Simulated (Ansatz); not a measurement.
**GeH₂Br (quartet): the correlation ladder at a displaced geometry (v1), cc-pVDZ**

Aim: climb from Hartree-Fock through coupled cluster and multireference methods for GeH₂Br (quartet) at one geometry and basis, and see what each rung misses.

Program: Ansatz 0.2.0, Gaussian basis. Level of theory: cc-pVDZ, core rule «outside noble gas», up to 28 orbitals frozen. These are calculated values, not measurements.

The runs, in order: UHF; CCSD(T) on ROHF; CCSD(T) on UHF; BCCD(T) on ROHF; CISD; CCSDT(Q) on ROHF; CCSDT(Q) on UHF; CASSCF and MRCISD+Q, 13 electrons in 10 orbitals; CASSCF and NEVPT2, 13 electrons in 10 orbitals.

26 further runs of the same task are left out: 13 that didn't finish, 13 set aside as unsound or not needed.

### 1 What is computed

The geometry is a PBE0/def2-TZVP stationary point (not a proven minimum) with its atoms shifted at random (size 0.040 Å). No spin-orbit coupling is included. The filled d shell of Ge, Br may be among the frozen orbitals whatever the setting's name suggests; the logs give the count.

4 atoms, charge 0, spin multiplicity 4.

Atoms are counted from 1 here; the program's logs count them from 0.

Bond lengths: Ge1–Br2 2.802 Å, Ge1–H3 1.508 Å, Ge1–H4 1.678 Å. Angles: Br2–Ge1–H3 155.7°, Br2–Ge1–H4 43.9°, H3–Ge1–H4 111.9°.

### 2 UHF

Input file in.yaml:

```yaml
crystal:
  periodic: [false, false, false]
  atoms:
    - {symbol: Ge, position_ang: [0.002335, 0.459267, 0.649769]}
    - {symbol: Br, position_ang: [0.001503, 0.399616, -2.151526]}
    - {symbol: H, position_ang: [0.049481, -0.131324, 2.036676]}
    - {symbol: H, position_ang: [-0.053319, -0.727559, -0.534918]}
basis:
  gaussian: {orbitals: cc-pVDZ}
magnetization: {spin_polarized: true, initial_magnetization: 3}
hamiltonian: {xc: hf}
output: {orbitals: {seedname: orbitals}}
```

Run with:

```
$ ansatz run in.yaml --threads 1 --pin off --events-out ev --progress --plain --max-ram 2393MiB
```

After this run come: CCSD(T) on ROHF; CCSD(T) on UHF; BCCD(T) on ROHF; CISD; CCSDT(Q) on ROHF; CCSDT(Q) on UHF; CASSCF and MRCISD+Q, 13 electrons in 10 orbitals; CASSCF and NEVPT2, 13 electrons in 10 orbitals.

**Question.** What will the summary of the whole plan be? Wanted: UCCSDT(Q) below the RHF energy; RMP2 from UCCSDT(Q); UMP2 from UCCSDT(Q); RCCSD from UCCSDT(Q); RCCSD(T) from UCCSDT(Q); UCCSD(T) from UCCSDT(Q); RCCSDT(Q) from UCCSDT(Q); NEVPT2 valence from UCCSDT(Q); MRCISD+Q valence from UCCSDT(Q).

The runs gave:

| quantity | value |
| --- | --- |
| UCCSDT(Q) below the RHF energy | -6.1609 eV |
| RMP2 from UCCSDT(Q) | +23.83 kcal/mol |
| UMP2 from UCCSDT(Q) | +24.16 kcal/mol |
| RCCSD from UCCSDT(Q) | +4.39 kcal/mol |
| RCCSD(T) from UCCSDT(Q) | +1.24 kcal/mol |
| UCCSD(T) from UCCSDT(Q) | +0.94 kcal/mol |
| RCCSDT(Q) from UCCSDT(Q) | +0.31 kcal/mol |
| NEVPT2 valence from UCCSDT(Q) | +28.46 kcal/mol |
| MRCISD+Q valence from UCCSDT(Q) | +1.31 kcal/mol |
| levels within 1 kcal/mol (43 meV) | UCCSD(T), RCCSDT, UCCSDT, RCCSDT(Q) |
| T1 diagnostic | 0.024 |
| effectively unpaired electrons | 3.01 |

RCCSD(T) misses by +1.24 kcal/mol, 0.9 % of the correlation energy. One determinant dominates. Of the multireference levels listed MRCISD+Q valence comes nearest in total energy (+1.31 kcal/mol), which doesn't show that its space is the better one. These misses are within one basis, not against nature; the frozen cores of restricted and unrestricted runs differ, which can shift their rows.
